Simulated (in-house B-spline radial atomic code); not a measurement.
# Ru¹⁶⁺: ionisation energy by several methods

How far do functionals differ on the ionisation energy of Ru¹⁶⁺? Each run solves Ru¹⁶⁺ and then the next ion ([Ar] 3d9).

Program: in-house B-spline radial atomic code version 1. Level of theory: scalar-relativistic (X2C), several functionals, spin-polarised; spherical all-electron atom at the radial basis limit. These are calculated values, not measurements, unless marked.

## 1. Starting point

* element: ruthenium (Z = 44)
* charge: +16
* electrons: 28
* configuration: [Ar] 3d10
* nucleus: Fermi, rms radius 4.481 fm

The outer shells:

[Ar] 3d10
```
[Ar] core
3d [↑↓][↑↓][↑↓][↑↓][↑↓]
```

Where spins are not typed, each open shell is filled with up spins first.

## 2. r2SCAN

Input settings:

```ini
Z = 44
electrons = 28.0
configuration = [Ar] 3d10
hamiltonian = x2c
method = r2scan
spin_polarised = True
nucleus = fermi
rms_radius = 4.4809
mass_number = 102
atomic_mass = 101.904340312
speed_of_light = 137.035999084
```

## 3. LDA (VWN5)

The settings differ from step 2 so:

```diff
@@ -4,3 +4,3 @@
 hamiltonian = x2c
-method = r2scan
+method = lda,vwn
 spin_polarised = True
```

## 4. revTPSS

The settings differ from step 3 so:

```diff
@@ -4,3 +4,3 @@
 hamiltonian = x2c
-method = lda,vwn
+method = revtpss,revtpss
 spin_polarised = True
```

Before running: The tabulated ionisation energy is 670 ± 3 eV (tabulated theoretical; NIST Atomic Spectra Database). What does each method give, and which comes nearest?

The runs gave:

| method | rung | total energy (hartree) | ΔSCF (eV) | −ε highest (eV) | ΔSCF less tabulated (eV) |
| --- | --- | --- | --- | --- | --- |
| LDA (VWN5) | LDA | -4430.1214 | 671.87 | 644.10 (3d up) | +1.87 |
| r2SCAN | meta-GGA | -4435.4033 | 673.79 | 646.39 (3d up) | +3.79 |
| revTPSS | meta-GGA | -4434.4330 | 671.50 | 643.83 (3d up) | +1.50 |

**Reading.** The tabulated ionisation energy is 670 ± 3 eV (tabulated theoretical; NIST Atomic Spectra Database). revTPSS comes nearest (+1.50 eV) and r2SCAN is farthest (+3.79 eV, 0.56 %). The table's own uncertainty exceeds the spread between the methods, so their order is not settled. Relativistic terms that these runs lack can be as large as the gaps between close methods, so the nearest may be so by luck. Spin-orbit coupling is left out. Open shells are averaged (over orientations, and over spins where the run is restricted), while tables refer to the lowest levels. For the semilocal functionals minus the highest level recovers only 96 % of their own ΔSCF value, a mark of self-interaction.

Members of this set that are not shown: 1 did not converge; 3 used exact exchange with fractional occupations of an open shell, which is unsound here.
